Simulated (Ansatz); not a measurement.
# Al2Zn: the cost of one run

Program: Ansatz 0.2.0. Level of theory: DFT LDA, scalar-relativistic, plane waves, PAW. These are calculated values, not measurements.

2 further runs of the same task are left out: 2 set aside as unsound or not needed.

**1. The structure to begin with**

It takes space group P-3m1 (No. 164, trigonal). The conventional cell has a = 2.770 Å, b = 2.770 Å, c = 6.826 Å, α = 90.00°, β = 90.00°, γ = 120.00°. Al (site symmetry 3m) has 3 Zn at 2.75 Å and 9 Al at 2.77 to 2.84 Å as nearest neighbours. Zn (site symmetry -3m) has 6 Al at 2.75 Å and 6 Zn at 2.77 Å as nearest neighbours.

Coordinates:

```
Al Zn
1.0
     2.76995    0.00000    0.00000
    -1.38497    2.39884    0.00000
     0.00000    0.00000    6.82607
Al Zn
2 1
Direct
  0.33333 0.66667 0.32822
  0.66667 0.33333 0.67178
  0.00000 0.00000 0.00000
```

It goes back to an entry of the Materials Project, which need not be the stable form.

This cell was relaxed beforehand with the same method: volume 15.12 Å³/atom, gap on the mesh none (metal).

**2. The scan**

The energy is mapped over volume and the cell's shape.

- volume per atom: 5 values from 12.70 to 17.54 Å³
- c/a of the conventional cell: 5 values from 2.054 to 2.956

Nothing else is relaxed (fractional coordinates fixed). Energies count from the relaxed crystal. Points are written as (first, second).

**3. Point (12.70 Å³, 2.699)**

The input, input.yaml:

```yaml
crystal:
  lattice:
    - [2.5354698831, 0.0, 0.0]
    - [-1.2677349415, 2.1957813293, 0.0]
    - [0.0, 0.0, 6.8434867614]
  atoms:
    - { symbol: Al, position: [0.3333333333, 0.6666666667, 0.3282219152] }
    - { symbol: Al, position: [0.6666666667, 0.3333333333, 0.6717780848] }
    - { symbol: Zn, position: [0.0, 0.0, 0.0] }
basis:
  ecutwfc: 520.0
kpoints:
  mp_grid: { grid: [18, 18, 8] }
hamiltonian:
  xc: lda
  pseudopotentials: { kind: paw }
scf:
  occupations: { method: gaussian, width: 0.15 }
output:
  forces: true
  stress: true
  eigenvalues: true
```

Run with:

```sh
$ ansatz run input.yaml --threads 1 --pin off --max-ram 2048MiB --backend cpu --events-out ev --progress --plain --runs-dir out
```

**Question.** How long does this run take on 1 thread of Arm Neoverse N1, shared host, and how much memory does it need?

About 20 s, with a peak of 0.43 GiB.
